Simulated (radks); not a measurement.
# Ar²⁺ in [Ne] 3s2 3p3.5 4s0.5: an all-electron calculation

One table from this session's results is given with a row withheld; the runs are named, their logs left out.

Method: non-relativistic Kohn-Sham, revTPSS, spin-polarised, spherical densities, point nucleus; open shells are filled with parallel spins first. Code: radks (a radial shooting solver on a logarithmic mesh, Libxc functionals) version 1.

### The system

- element: argon (Z = 18)
- charge: +2
- electrons: 16
- configuration: [Ne] 3s2 3p3.5 4s0.5

Set-up of the first run:

The run's settings:

```text
Z 18
configuration [Ne] 3s2 3p3.5 4s0.5 3d0 4p0
relativity non-relativistic
functional revtpss,revtpss
spin polarised
nucleus point
```

One of the session's tables, all rows but one given; the rest of the session is left out.

It belongs to the step «Radial structure». Radial moments (bohr):

| level | <r> | outermost maximum (interpolated) | 90 % within | nodes |
| --- | --- | --- | --- | --- |
| 1s up | 0.08610 | 0.0565 | 0.154 | 0 |
| 1s down | 0.08609 | 0.0565 | 0.154 | 0 |
| 2s up | 0.4149 | 0.339 | 0.647 | 1 |
| 2s down | 0.4147 | 0.340 | 0.646 | 1 |
| 2p up | 0.3770 | 0.281 | 0.624 | 0 |
| 2p down | 0.3768 | 0.282 | 0.623 | 0 |
| 3s up | 1.315 | 1.14 | 1.95 | 2 |
| 3s down | 1.327 | 1.15 | 1.98 | 2 |
| 3p up | 1.430 | 1.21 | 2.17 | 1 |
| 3p down | 1.459 | 1.22 | 2.23 | 1 |
| 3d up | 1.832 | 1.37 | 2.99 | 0 |
| 3d down | 1.974 | 1.46 | 3.26 | 0 |
| 4s up | ? | ? | ? | ? |
| 4p up | 4.034 | 3.65 | 5.85 | 2 |

Q: Estimate the row for 4s up from the others.

The run gave: <r>: 3.491; outermost maximum (interpolated): 3.18; 90 % within: 5.03; nodes: 3. In the column «<r>» it lies between 3d down (1.974) and 4p up (4.034).
